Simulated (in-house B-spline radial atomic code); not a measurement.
# Ir⁴³⁺: excited configurations

Wanted: excitation energies of Ir⁴³⁺ as differences of total energies (ΔSCF).

Method: Dirac-Hartree-Fock, average of configuration, Fermi nucleus, basis-set limit. Code: in-house B-spline radial atomic code version 1.

## Step 1: What is computed

| Quantity | Value |
| --- | --- |
| element | iridium (Z = 77) |
| charge | +43 |
| electrons | 34 |
| configuration | [Ar] 3d10 4s2 4p4 |
| Hamiltonian | Dirac-Coulomb |
| nucleus | Fermi, rms radius 5.403 fm |

The outer shells:

[Ar] 3d10 4s2 4p4
```
[Ar] core
3d [↑↓][↑↓][↑↓][↑↓][↑↓]
4s [↑↓]
4p [↑↓][↑ ][↑ ]
```

The boxes draw the filling by Hund's rule, which heavy ions in jj coupling don't follow; these runs average over all states of the configuration.

Input settings:

```ini
Z = 77
electrons = 34.0
configuration = [Ar] 3d10 4s2 4p4
hamiltonian = dirac
method = hf
spin_polarised = False
nucleus = fermi
rms_radius = 5.4032
mass_number = 193
atomic_mass = 192.962923753
speed_of_light = 137.035999084
```

The reference is known from an earlier run: -16625.230686 hartree in all. Up to eight levels, counted from the top:

| orbital | occupation | energy (eV) | <r> (bohr) |
| --- | --- | --- | --- |
| 3s1/2 | 2 | -5219.66 | 0.1867 |
| 3p1/2 | 2 | -4958.94 | 0.1771 |
| 3p3/2 | 4 | -4583.45 | 0.1912 |
| 3d3/2 | 4 | -4162.83 | 0.1667 |
| 3d5/2 | 6 | -4081.96 | 0.1710 |
| 4s1/2 | 2 | -2434.97 | 0.3778 |
| 4p1/2 | 1.33333 | -2321.50 | 0.3742 |
| 4p3/2 | 2.66667 | -2202.15 | 0.3946 |

## Step 2: Run with [Ar] 3d10 4s2 4p3 7g1

Input settings:

```ini
Z = 77
electrons = 34.0
configuration = [Ar] 3d10 4s2 4p3 7g1
hamiltonian = dirac
method = hf
spin_polarised = False
nucleus = fermi
rms_radius = 5.4032
mass_number = 193
atomic_mass = 192.962923753
speed_of_light = 137.035999084
```

## Step 3: [Ar] 3d9 4s2 4p4 8d1

The settings differ from step 2 so:

```diff
@@ -2,3 +2,3 @@
 electrons = 34.0
-configuration = [Ar] 3d10 4s2 4p3 7g1
+configuration = [Ar] 3d9 4s2 4p4 8d1
 hamiltonian = dirac
```

## Step 4: [Ar] 3d10 4s2 4p3 6d1

The settings differ from step 3 so:

```diff
@@ -2,3 +2,3 @@
 electrons = 34.0
-configuration = [Ar] 3d9 4s2 4p4 8d1
+configuration = [Ar] 3d10 4s2 4p3 6d1
 hamiltonian = dirac
```

## Step 5: [Ar] 3d10 4s1 4p4 7s1

The settings differ from step 4 so:

```diff
@@ -2,3 +2,3 @@
 electrons = 34.0
-configuration = [Ar] 3d10 4s2 4p3 6d1
+configuration = [Ar] 3d10 4s1 4p4 7s1
 hamiltonian = dirac
```

## Step 6: [Ar] 3d9 4s2 4p4 7f1

The settings differ from step 5 so:

```diff
@@ -2,3 +2,3 @@
 electrons = 34.0
-configuration = [Ar] 3d10 4s1 4p4 7s1
+configuration = [Ar] 3d9 4s2 4p4 7f1
 hamiltonian = dirac
```

Before running: How far above the reference does each configuration lie (order and size, in eV)?

As calculated:

| net move | configuration | energy above the reference (eV) | with Breit, QED, recoil (eV) | largest <r> (bohr) |
| --- | --- | --- | --- | --- |
| 4p → 6d | [Ar] 3d10 4s2 4p3 6d1 | 1417.51 | 1415.34 | 1.03 |
| 4p → 7g | [Ar] 3d10 4s2 4p3 7g1 | 1694.72 | 1692.28 | 1.41 |
| 4s → 7s | [Ar] 3d10 4s1 4p4 7s1 | 1776.73 | 1773.63 | 1.37 |
| 3d → 7f | [Ar] 3d9 4s2 4p4 7f1 | 3541.36 | 3537.79 | 1.45 |
| 3d → 8d | [Ar] 3d9 4s2 4p4 8d1 | 3658.08 | 3654.58 | 1.93 |

Quantum defects of the promoted electron, δ = n − ζ/√(−2ε) with ζ = 44 and ε its orbital energy in hartree:

| promotion | δ |
| --- | --- |
| 4p → 6d | 0.346 |
| 4p → 7g | 0.058 |
| 4s → 7s | 0.708 |
| 3d → 7f | 0.184 |
| 3d → 8d | 0.351 |

The lowest of them is 4p → 6d at 1417.51 eV and the highest 3d → 8d at 3658.08 eV. 2 of them lie more than 2 % above the ionisation threshold that Koopmans' theorem gives (2202.15 eV), where such states can decay by emitting an electron. Of those tabulated, the defect is largest for 7s (0.71) and least for 7g (0.06); at this charge much of the defect is relativistic. Two partly filled shells share a symmetry and can mix in the average, which may lower the energy, for: 4s → 7s; 3d → 8d. These are averages over configurations, without correlation, not spectroscopic levels.
